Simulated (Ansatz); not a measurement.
# HfC: the cost of one run

Computed with Ansatz 0.2.0 (DFT, PBE, plane-wave PAW, default files, scalar-relativistic, unless a step's input says otherwise).

1 further run of the same task is left out (it didn't finish).

## 1. The starting structure

The structure is cubic, space group Fm-3m (No. 225). The conventional cell has a = 4.634 Å, b = 4.634 Å, c = 4.634 Å, α = 90.00°, β = 90.00°, γ = 90.00°. Hf (site symmetry m-3m) is surrounded by 6 C at 2.32 Å. C (site symmetry m-3m) has 6 Hf at 2.32 Å as nearest neighbours.

Coordinates:

```cif
data_structure
_symmetry_space_group_name_H-M 'Fm-3m'
_symmetry_Int_Tables_number 225
_cell_length_a 4.6343
_cell_length_b 4.6343
_cell_length_c 4.6343
_cell_angle_alpha 90.000
_cell_angle_beta 90.000
_cell_angle_gamma 90.000
_cell_volume 99.53
loop_
_atom_site_label
_atom_site_type_symbol
_atom_site_symmetry_multiplicity
_atom_site_Wyckoff_symbol
_atom_site_fract_x
_atom_site_fract_y
_atom_site_fract_z
_atom_site_occupancy
Hf1 Hf 4 a 0.00000 0.00000 0.00000 1
C1 C 4 b 0.50000 0.00000 0.00000 1
```

## 2. Gradients at the starting positions

input.yaml reads:

```yaml
crystal:
  lattice:
    - [0.0, 2.3171388429, 2.3171388429]
    - [2.3171388429, 0.0, 2.3171388429]
    - [2.3171388429, 2.3171388429, 0.0]
  atoms:
    - { symbol: Hf, position: [0.0, 0.0, 0.0] }
    - { symbol: C, position: [0.5, 0.5, 0.5] }
kpoints:
  mp_grid: { grid: [10, 10, 10] }
scf:
  occupations: { method: fermi_dirac, width: 0.02 }
hamiltonian:
  xc: pbe
  pseudopotentials: { kind: paw }
output:
  forces: true
  stress: true
  populations: true
  efg: { quadrupole_moments_barn: { Hf: 3.365 }, contact_densities: true }
  write_density: true
  write_potential: true
  elf: true
  volumetric_format: npy
```

Launch:

```
> ansatz run input.yaml --threads 1 --pin off --max-ram 3072MiB --backend cpu --events-out ev --progress --plain --runs-dir out
```

What time and memory should one allow on 1 thread of Arm Neoverse V2, shared host?

About 3.9 s, with a peak of 0.44 GiB.
